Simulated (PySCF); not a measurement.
# C6H5ClO3: the cost of one run

Computed with PySCF 2.14.0 and routines of our own; the level stands in each step. Atoms count from 0.

### 1 The starting structure

15 atoms, charge 0, multiplicity 1; geometry from: GFN2-xTB.

### 2 Magnetic properties: GIAO B97-2/pcSseg-1

The job: settings as JSON, then the geometry in Å.

```
{"job": {"kind": "mag", "xc": "B97-2", "basis": "pcSseg-1", "isotopologues": 0}, "charge": 0, "multiplicity": 1}
O      2.875164     0.586023     1.144480
C      2.609075     0.670080    -0.016093
O      1.451055     0.380506    -0.587850
C      0.391135    -0.087365     0.259129
C     -0.640087     0.980804     0.482900
C     -1.864631     0.562593     0.151954
Cl    -3.321498     1.432386     0.278133
C     -1.841109    -0.832753    -0.362498
O     -2.780079    -1.511580    -0.668297
C     -0.375376    -1.228787    -0.414464
H      3.309597     1.002805    -0.798923
H      0.844926    -0.386396     1.215077
H     -0.370885     1.948017     0.867505
H     -0.220295    -2.197016     0.058764
H     -0.071406    -1.311327    -1.459075
```

Method: GIAO B97-2/pcSseg-1 magnetisability, rotational g tensor and spin-rotation constants, non-relativistic, gas phase.

Command:

```sh
$ OMP_NUM_THREADS=1 python excited_run.py task.json out
```

This one command runs all jobs of the session in turn.

**Question.** How long does this first job take on 1 thread of Arm Neoverse N1, shared host, and how much memory does it need?

About 75 s, with a peak of 0.92 GiB.
